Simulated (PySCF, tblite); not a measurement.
# C6H6F radical: geometry, infrared bands and EPR parameters

Aim: predict the infrared bands and EPR parameters of C6H6F radical (`F[C@@]12[CH]C[C@@H]1C=C2`).

Computed with tblite 0.8.0 and PySCF 2.14.0, with density-fitted response routines of our own, on a single molecule in the gas phase. Atoms count from 0, in the outputs and in this text.

### Step 1. The starting structure

13 atoms, charge 0, multiplicity 2; geometry from: force field or distance geometry start.

Bonds of the start (Å): F0–C1 1.37, C1–C2 1.46, C2–C3 1.47, C3–C4 1.47, C4–C5 1.43, C5–C6 1.30, C4–C1 1.49, C6–C1 1.45, C2–H7 1.10, C3–H8 1.12, C3–H9 1.13, C4–H10 1.12, C5–H11 1.11, C6–H12 1.10.

### Step 2. Relaxing the molecule with GFN2-xTB

The job: settings as JSON, then the geometry in Å.

```
{"job": {"kind": "relax", "xc": "GFN2-xTB", "basis": "xTB"}, "charge": 0, "multiplicity": 2}
F     -0.447900    -0.114300    -2.209400
C     -0.212200     0.260600    -0.913700
C     -1.352400     0.576900    -0.052200
C     -0.972000    -0.499400     0.872800
C      0.188100    -0.817900     0.036300
C      1.423900    -0.110600     0.204400
C      1.087000     0.843900    -0.619200
H     -1.502900     1.597300     0.330900
H     -1.712500    -1.316500     1.047900
H     -0.654200    -0.056600     1.868300
H      0.217800    -1.827700    -0.444200
H      2.335700    -0.291000     0.809700
H      1.597100     1.755800    -0.949500
```

Command:

```bash
> OMP_NUM_THREADS=1 python probes_run.py task.json out
```

The driver reads the jobs from task.json and runs them one after another.

The log of the run:

```text
step      E/eV     max force
  0    -556.46171    4.945
  1    -556.83056    3.156
  2    -556.97001    1.016
  3    -557.01721    0.666
  4    -557.07879    0.747
  5    -557.12822    0.594
  6    -557.15890    0.512
  7    -557.19551    0.377
  8    -557.21777    0.397
  9    -557.23121    0.319
 10    -557.24014    0.270
 11    -557.24750    0.205
 12    -557.25246    0.178
 13    -557.25516    0.113
 14    -557.25659    0.095
 15    -557.25762    0.092
 16    -557.25857    0.088
 17    -557.25947    0.080
 18    -557.26034    0.069
 19    -557.26128    0.094
 20    -557.26250    0.126
 21    -557.26404    0.127
 22    -557.26549    0.096
 23    -557.26646    0.076
 24    -557.26711    0.079
 25    -557.26775    0.084
 26    -557.26862    0.080
 27    -557.26981    0.089
 28    -557.27109    0.153
 29    -557.27222    0.114
 30    -557.27316    0.100
 31    -557.27399    0.059
 32    -557.27441    0.039
 33    -557.27472    0.036
 34    -557.27491    0.039
 35    -557.27505    0.036
 36    -557.27513    0.021
 37    -557.27518    0.019
 38    -557.27521    0.019
 39    -557.27525    0.023
 40    -557.27528    0.021
 41    -557.27531    0.016
 42    -557.27535    0.016
 43    -557.27538    0.018
 44    -557.27542    0.017
 45    -557.27545    0.014
 46    -557.27548    0.013
 47    -557.27550    0.010
 48    -557.27551    0.006
```

Run time: 0.22 s. Hardware: 1 thread of Arm Neoverse V1, shared host.

The steps of the relaxation: (not every step is listed)

```
step  energy from step 0 (eV)  largest force (eV/Å)
   0                   0.0000                4.9448
   1                  -0.3688                3.1561
   2                  -0.5083                1.0163
   3                  -0.5555                0.6661
   4                  -0.6171                0.7470
   5                  -0.6665                0.5943
   6                  -0.6972                0.5123
   7                  -0.7338                0.3772
   8                  -0.7561                0.3966
  11                  -0.7858                0.2048
  14                  -0.7949                0.0955
  17                  -0.7978                0.0799
  20                  -0.8008                0.1262
  23                  -0.8048                0.0756
  26                  -0.8069                0.0804
  29                  -0.8105                0.1138
  32                  -0.8127                0.0392
  35                  -0.8133                0.0358
  38                  -0.8135                0.0193
  41                  -0.8136                0.0163
  43                  -0.8137                0.0185
  44                  -0.8137                0.0169
  45                  -0.8137                0.0137
  46                  -0.8138                0.0135
  47                  -0.8138                0.0100
  48                  -0.8138                0.0064
```

Distances of close pairs at the start and the end, largest changes first:

```
  bond  before (Å)  after (Å)  change (Å)
 C3–C4       1.465      1.552      +0.086
 C4–C5       1.434      1.505      +0.071
 C1–C4       1.492      1.560      +0.068
 C1–C6       1.454      1.520      +0.065
 C3–H9       1.135      1.094      -0.041
C4–H10       1.119      1.083      -0.036
C5–H11       1.109      1.074      -0.035
 C2–H7       1.100      1.070      -0.031
```

The next job starts from the end point, and lists it.

### Step 3. Vibrational analysis with GFN2-xTB

The job: settings as JSON, then the geometry in Å.

```
{"job": {"kind": "ir", "xc": "GFN2-xTB", "basis": "xTB"}, "charge": 0, "multiplicity": 2}
F     -0.522461     0.152764    -2.281983
C     -0.196137     0.266834    -0.953762
C     -1.239871     0.650721     0.016889
C     -0.904203    -0.441458     0.964065
C      0.203645    -0.912541    -0.014838
C      1.497433    -0.169427     0.179915
C      1.173046     0.839570    -0.627286
H     -1.916837     1.478088     0.056713
H     -1.705785    -1.174475     1.090839
H     -0.559991    -0.143451     1.958327
H      0.214833    -1.949808    -0.324303
H      2.328579    -0.367388     0.830279
H      1.623359     1.771056    -0.912582
```

The log of the run:

```text
mode    cm-1     km/mol
  1     177.1      8.84
  2     221.3      7.26
  3     302.5      4.98
  4     338.6      4.51
  5     402.9     18.62
  6     464.6      2.30
  7     641.0     22.35
  8     741.2      3.10
  9     800.9     25.33
 10     806.7     10.41
 11     855.2     24.87
 12     910.8      4.95
 13     970.4      1.02
 14     981.1      0.51
 15    1002.7      8.61
 16    1030.4      6.33
 17    1034.3     21.46
 18    1038.3      4.06
 19    1077.3      1.04
 20    1128.3      4.78
 21    1164.6      5.83
 22    1182.6     75.18
 23    1224.5      2.89
 24    1249.9     28.61
 25    1256.3     57.08
 26    1427.5      9.98
 27    1626.4     12.57
 28    2905.8     20.01
 29    2940.8     30.11
 30    3046.9     31.78
 31    3124.9     19.95
 32    3143.3     36.66
 33    3166.6     21.31
```

Wall time 0.3 s (1 thread of Arm Neoverse V1, shared host).

Which atoms move in the most intense modes:

```
cm⁻¹  km/mol                                atoms
 801    25.3                    H11 59 %, C5 16 %
 855    24.9  C5 17 %, C3 16 %, H8 16 %, H11 11 %
1183    75.2   C1 27 %, C2 19 %, C3 13 %, C4 12 %
1250    28.6                     C4 30 %, C5 22 %
1256    57.1   C1 30 %, C2 28 %, C4 11 %, H7 11 %
2941    30.1                     H9 57 %, H8 39 %
3047    31.8                             H10 92 %
3143    36.7                   H12 52 %, H11 38 %
```

### Step 4. g tensor and hyperfine couplings: B3LYP/pcH-1

The job, as its differences from that of step 3:

```diff
@@ -1,2 +1,2 @@
-{"job": {"kind": "ir", "xc": "GFN2-xTB", "basis": "xTB"}, "charge": 0, "multiplicity": 2}
+{"job": {"kind": "epr", "basis": "pcH-1"}, "charge": 0, "multiplicity": 2}
 F     -0.522461     0.152764    -2.281983
```

Level: UKS B3LYP, pcH-1 on C F H, non-relativistic, mean-field spin-orbit, GIAO.

The log of the run:

```text
UKS, coarse grid
  cycle   1  E = -331.88709581  |g| = 3.97e-01
  cycle   2  E = -331.85656666  |g| = 5.38e-01
  cycle   3  E = -331.94809446  |g| = 6.07e-02
  cycle   4  E = -331.94911039  |g| = 3.62e-02
  cycle   5  E = -331.94969279  |g| = 7.61e-03
  cycle   6  E = -331.94971500  |g| = 5.01e-03
  cycle   7  E = -331.94972759  |g| = 1.52e-03
  cycle   8  E = -331.94972881  |g| = 7.15e-04
UKS, final grid
  cycle   1  E = -331.94969207  |g| = 1.01e-03
  cycle   2  E = -331.94969129  |g| = 1.63e-03
  cycle   3  E = -331.94969254  |g| = 2.07e-04
  cycle   4  E = -331.94969256  |g| = 3.10e-05
  cycle   5  E = -331.94969256  |g| = 2.31e-05
E = -331.94969256 Eh   <S^2> = 0.7547 (exact 0.7500)
g shifts (ppm)      1          2          3
  rmc          -148       -148       -148
  gc             14         38         28
  oz_so         -13        303        658
  total        -147        193        538
hyperfine (MHz)  atom isotope    a_iso     a_fc   dipolar eigenvalues
    0   19F     114.27     114.27    -44.80    -36.84     81.64
    1   13C     -30.65     -30.65     -3.73     -1.65      5.38
    2   13C      94.32      94.32    -78.65    -77.46    156.12
    3   13C     -31.16     -31.16     -2.41      0.18      2.23
    4   13C      12.30      12.30     -3.21     -0.96      4.18
    5   13C       2.20       2.20     -6.47     -5.08     11.55
    6   13C      56.96      56.96     -8.13     -1.76      9.89
    7    1H     -57.64     -57.64    -37.17     -0.70     37.88
    8    1H     117.85     117.85     -5.51     -2.90      8.42
    9    1H      79.24      79.24     -4.42     -3.15      7.57
   10    1H       1.07       1.07     -2.64     -1.90      4.54
   11    1H      -5.75      -5.75     -3.97     -0.83      4.80
   12    1H       5.19       5.19     -3.10     -1.30      4.39
```

Run time: 48 s. Hardware: 1 thread of Arm Neoverse V1, shared host; peak memory 0.9 GiB.

Principal g values 2.00217, 2.00251, 2.00286; g(iso) = 2.00251, against 2.00232 for a free electron.

Hyperfine couplings, nucleus by nucleus at this fixed geometry (no averaging over rotations):

```
nuclei  isotope  a(iso) (MHz)  a(iso) (G, at g = 2.0023)  largest dipolar term (MHz)
    H8       1H         117.9                       42.1                         8.4
    F0      19F         114.3                       40.8                        81.6
    C2      13C          94.3                       33.7                       156.1
    H9       1H          79.2                       28.3                         7.6
    H7       1H         -57.6                      -20.6                        37.9
    C6      13C          57.0                       20.3                         9.9
    C3      13C         -31.2                      -11.1                        -2.4
    C1      13C         -30.7                      -10.9                         5.4
    C4      13C          12.3                        4.4                         4.2
   H11       1H          -5.7                       -2.1                         4.8
   H12       1H           5.2                        1.9                         4.4
    C5      13C           2.2                        0.8                        11.5
   H10       1H           1.1                        0.4                         4.5
```

Mulliken spin populations:

F0 0.01; C1 -0.05; C2 0.98; C3 -0.08; C4 0.02; C5 0.07; C6 0.00; H7 -0.04; H8 0.05; H9 0.04; H10 0.00; H11 0.00; H12 0.01

In first order the couplings over 0.8 MHz of 1H, 19F give 128 distinct lines over 135.9 G.

The fields below are evaluated on a grid from the run's orbitals.

ELF in a plane through or near 5 of the atoms.

Values, 10 rows by 14 columns:
```
0.00 0.00 0.00 0.00 0.00 0.00 0.00 0.00 0.00 0.00 0.00 0.00 0.00 0.00
0.00 0.00 0.00 0.00 0.00 0.00 0.00 0.00 0.00 0.01 0.00 0.00 0.00 0.00
0.00 0.00 0.00 0.02 0.01 0.00 0.01 0.03 0.49 0.80 0.24 0.01 0.00 0.00
0.00 0.00 0.24 0.86 0.63 0.21 0.27 0.52 0.74 0.91 0.39 0.02 0.00 0.00
0.00 0.00 0.33 0.93 0.81 0.26 0.70 0.74 0.34 0.69 0.12 0.01 0.00 0.00
0.00 0.00 0.03 0.19 0.77 0.91 0.40 0.15 0.36 0.24 0.78 0.54 0.03 0.00
0.00 0.00 0.01 0.18 0.78 0.37 0.62 0.24 0.60 0.64 0.59 0.44 0.02 0.00
0.00 0.00 0.02 0.78 1.00 0.99 0.30 0.03 0.07 0.11 0.04 0.02 0.00 0.00
0.00 0.00 0.00 0.07 0.56 0.42 0.01 0.00 0.00 0.00 0.00 0.00 0.00 0.00
0.00 0.00 0.00 0.00 0.00 0.00 0.00 0.00 0.00 0.00 0.00 0.00 0.00 0.00
```
The map spans 9.7 Å across and 8.8 Å up, centred on the molecule. Atoms in the plane (x, y in Å): C2 (0.9, 1.0), C3 (1.3, -0.5), C5 (-1.2, -0.9), C6 (-1.5, 0.4), H11 (-1.6, -1.8).

On the surface of density 0.002 e/bohr³ the electrostatic potential runs, from the 1st to the 99th percentile, from -1.13 V near F0 to 0.96 V near H11.

The spin density lies nearest to C2 62 %; H7 10 %.

### Step 5. What came out

| quantity | value |
| --- | --- |
| strongest single infrared mode (GFN2-xTB) | 1183 cm⁻¹, 75 km/mol |
| zero-point energy (GFN2-xTB) | 60.6 kcal/mol |
| g(iso) (B3LYP) | 2.00251 |
| ⟨S²⟩ | 0.755 (exact 0.75) |
| largest a(iso) | 1H on H8, 117.9 MHz |
| potential on the surface of density 0.002 e/bohr³, 1st and 99th percentile | -1.13 V and 0.96 V |

In words: Over 48 steps the energy fell by 0.814 eV; of the close pairs, C3–C4 changed most, 1.465 to 1.552 Å. No mode is imaginary among the 33: a minimum at this level. The strongest single mode, at 1183 cm⁻¹, is carried by C1, C2, C3, C4. GFN2-xTB is a fitted tight-binding method: band positions and strengths are rough. Its intensities can rank the bands wrongly. C2 carries the largest spin population, 0.98 e. The isotropic g lies 0.2 ppt above the free-electron value. The conformer search found further structures of the same energy, which may be mirror or relabelled copies of this one.
